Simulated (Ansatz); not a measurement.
# ScB (triplet): wave-function methods side by side at distance Sc1–B2 = 7.146 Å, def2-SVP

How much of the correlation energy of ScB (triplet) does each wave-function method recover here?

Method: def2-SVP, core rule «outside noble gas», up to 10 orbitals frozen; program: Ansatz 0.2.0, Gaussian basis.

Plan: UHF; CCSD(T) on ROHF; CCSD(T) on UHF; CISD; CCSDT(Q) on ROHF; CCSDT(Q) on UHF; CASSCF and MRCISD+Q, 4 electrons in 4 orbitals; CASSCF and NEVPT2, 4 electrons in 4 orbitals; Full CI.

46 further runs of the same task are left out: 22 for a known fault of the program, 13 that didn't finish, 11 set aside as unsound or not needed.

**1. The geometry**

The geometry derives from a PBE0/def2-TZVP stationary point (not a proven minimum). One bond is set to the value named and the two fragments are kept rigid.

2 atoms, charge 0, spin multiplicity 3.

Atoms are counted from 1 here; the program's logs count them from 0.

No contacts short enough for the rule that draws bonds.

**2. UHF**

The input, in.yaml:

```yaml
crystal:
  periodic: [false, false, false]
  atoms:
    - {symbol: Sc, position_ang: [0.000000, 0.000000, 0.000000]}
    - {symbol: B, position_ang: [0.000000, 0.000000, 7.146000]}
basis:
  gaussian: {orbitals: def2-SVP}
magnetization: {spin_polarized: true, initial_magnetization: 2}
hamiltonian: {xc: hf}
output: {orbitals: {seedname: orbitals}}
```

Command:

```console
$ ansatz run in.yaml --threads 1 --pin off --events-out ev --progress --plain --max-ram 2393MiB
```

The runs that follow: CCSD(T) on ROHF; CCSD(T) on UHF; CISD; CCSDT(Q) on ROHF; CCSDT(Q) on UHF; CASSCF and MRCISD+Q, 4 electrons in 4 orbitals; CASSCF and NEVPT2, 4 electrons in 4 orbitals; Full CI.

**Question.** What will the summary of the whole plan be? Wanted: FCI from the RHF energy; RMP2 from FCI; UMP2 from FCI; RCCSD from FCI; RCCSD(T) from FCI; UCCSD(T) from FCI; RCCSDT(Q) from FCI; UCCSDT(Q) from FCI; NEVPT2 pair from FCI.

As calculated:

```
                         quantity                                                            value
          FCI from the ROHF energy                                                       -2.6226 eV
                    RMP2 from FCI                                                     +90.7 kJ/mol
                    UMP2 from FCI                                                     +88.0 kJ/mol
                   RCCSD from FCI                                                      +5.8 kJ/mol
                RCCSD(T) from FCI                                                      +1.9 kJ/mol
                UCCSD(T) from FCI                                                      -0.5 kJ/mol
               RCCSDT(Q) from FCI                                                      -0.1 kJ/mol
               UCCSDT(Q) from FCI                                                      -2.4 kJ/mol
             NEVPT2 pair from FCI                                                     +78.9 kJ/mol
levels within 1 kcal/mol (43 meV)  UCCSD, RCCSD(T), UCCSD(T), RCCSDT, UCCSDT, RCCSDT(Q), UCCSDT(Q)
                    T1 diagnostic                                                            0.023
   effectively unpaired electrons                                                             2.17
```

RCCSD(T) misses by +1.9 kJ/mol, 0.8 % of the correlation energy. CCSD(T) misses by +1.9 kJ/mol on the restricted determinant and by -0.5 kJ/mol on the unrestricted one; the two need not hold the same state or core. UCCSD(T), UCCSDT, UCCSDT(Q) fall below full CI: unrestricted runs freeze a spin-polarised core, another one than full CI's, and coupled cluster isn't variational. One determinant dominates. These misses are within one basis, not against nature; the frozen cores of restricted and unrestricted runs differ, which can shift their rows.

Levels on UHF freeze UHF's core orbitals, full CI those of ROHF, so the U rows can settle a little off it for that reason alone.

With open shells the CI space here admits some triples and quadruples, so it is larger than plain CISD.
